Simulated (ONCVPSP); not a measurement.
# An ONCV potential for Rh, from input to tests

Task: generate the file, and judge it by its errors in other configurations, its logarithmic derivatives, its ghosts and its cutoff.

The numbers are computed with ONCVPSP 4.0.1.1 (patched build) (PBE, scalar-relativistic, spin-unpolarised reference atom).

## Step 1: Starting point

Typed settings, in words:

```
element                 : rhodium (Rh, Z = 45)
type                    : optimised norm-conserving Vanderbilt (ONCV)
frozen core             : [Ar] 3d10
valence charge          : 17
reference configuration : 4s2 4p6 4d8.5 5s0.5
partial waves           : 4s+5s: rc 1.80 bohr, ncon 5, nbas 9, qcut 5.2 1/bohr, 3 projectors, debl 3.6 Ha; 4p: rc 1.65 bohr, ncon 4, nbas 8, qcut 8.8 1/bohr, 2 projectors, debl 3.1 Ha; 4d: rc 1.25 bohr, ncon 4, nbas 7, qcut 7.9 1/bohr, 3 projectors, debl 1.1 Ha
local potential         : polynomial inside 1.15 bohr (lpopt 5, dvloc0 4 Ha)
core correction         : not asked for
```

The nodes and maxima of the atom's own shells, from an earlier all-electron run, set the scale for the radii.

All-electron outer shells of the reference configuration (PBE, scalar-relativistic, ld1.x):

| shell | level (eV) | outermost node (bohr) | outermost maximum (bohr) |
| --- | --- | --- | --- |
| 3d | -298.89 | – | 0.29 |
| 4s | -80.87 | 0.47 | 0.88 |
| 4p | -48.86 | 0.47 | 0.94 |
| 4d | -4.71 | 0.46 | 1.15 |
| 5s | -3.82 | 1.19 | 2.70 |
| 5p | -0.63 | 1.36 | 4.18 |

## Step 2: Generating the potential

Input file Rh.dat:

```
# ATOM AND REFERENCE CONFIGURATION
# atsym  z   nc   nv     iexc    psfile
  Rh 45.00    6    4        4      upf
#
#   n    l    f
    1    0    2.00
    2    0    2.00
    2    1    6.00
    3    0    2.00
    3    1    6.00
    3    2   10.00
    4    0    2.00
    4    1    6.00
    4    2    8.50
    5    0    0.50
#
# PSEUDOPOTENTIAL AND OPTIMIZATION
# lmax
    2
#
#   l,   rc,      ep,       ncon, nbas, qcut
    0    1.80    0.00    5    9    5.20
    1    1.65    0.00    4    8    8.80
    2    1.25    0.00    4    7    7.90
#
# LOCAL POTENTIAL
# lloc, lpopt,  rc(5),   dvloc0
    4    5    1.15    4.00
#
# VANDERBILT-KLEINMAN-BYLANDER PROJECTORs
# l, nproj, debl
    0    3    3.60
    1    2    3.10
    2    3    1.10
#
# MODEL CORE CHARGE
# icmod, fcfact, rcfact
    0    0.00    0.00
#
# LOG DERIVATIVE ANALYSIS
# epsh1, epsh2, depsh
   -4.00    5.00    0.02
#
# OUTPUT GRID
# rlmax, drl
    6.00    0.01
#
# TEST CONFIGURATIONS
# ncnf
    4
# nvcnf
#   n    l    f
    4
    4    0    2.00
    4    1    6.00
    4    2    8.00
    5    0    1.00
#
    4
    4    0    2.00
    4    1    6.00
    4    2    8.00
    5    0    0.00
#
    4
    4    0    2.00
    4    1    6.00
    4    2    7.00
    5    0    0.00
#
    5
    4    0    2.00
    4    1    6.00
    4    2    8.00
    5    0    0.00
    5    1    1.00
#
```

On the command line:

```bash
$ oncvpsp.x < Rh.dat > Rh.out
```

**Question.** What will these runs give? Wanted: cutoffs for 1 and 0.1 mHa per electron, occupied waves; bound ghosts; GHOST(+) flags; largest test error; largest phase difference near zero energy, channels read.

**Answer**, as computed:

| quantity | value |
| --- | --- |
| cutoffs for 1 and 0.1 mHa per electron, occupied waves | 28 Ha and 60 Ha |
| bound ghosts | d at -61.43 eV |
| GHOST(+) flags | s at 439 eV, d at 1901 eV |
| largest test error (AE − PS) | -0.6 meV, for 4s2 4p6 4d7 5s0 |
| largest phase difference near zero energy, channels read | 0.000 rad |

**Reading.** A bound ghost (d) makes it unfit for use: electrons can fall into a state that the atom doesn't have. The worst unpolarised test, 4s2 4p6 4d7 5s0, is off by 0.6 meV on 27.6 eV; by total energies transferability rates as very good. Atomic tests can pass in spite of a ghost, since they solve only for the levels asked. By its cutoff, 28 Ha for the looser tolerance, it is of middling hardness. At the looser tolerance the 4d wave is the slowest; 4p needs 16 Ha. Near zero energy the phases of the channels with partial waves agree within 0.001 rad. The pseudo curves have a pole with no partner nearby in the atom's: d at -2.33 Ha. The program also flags highly localised states, GHOST(+) (s, d). All of this concerns the isolated atom, not yet a solid.
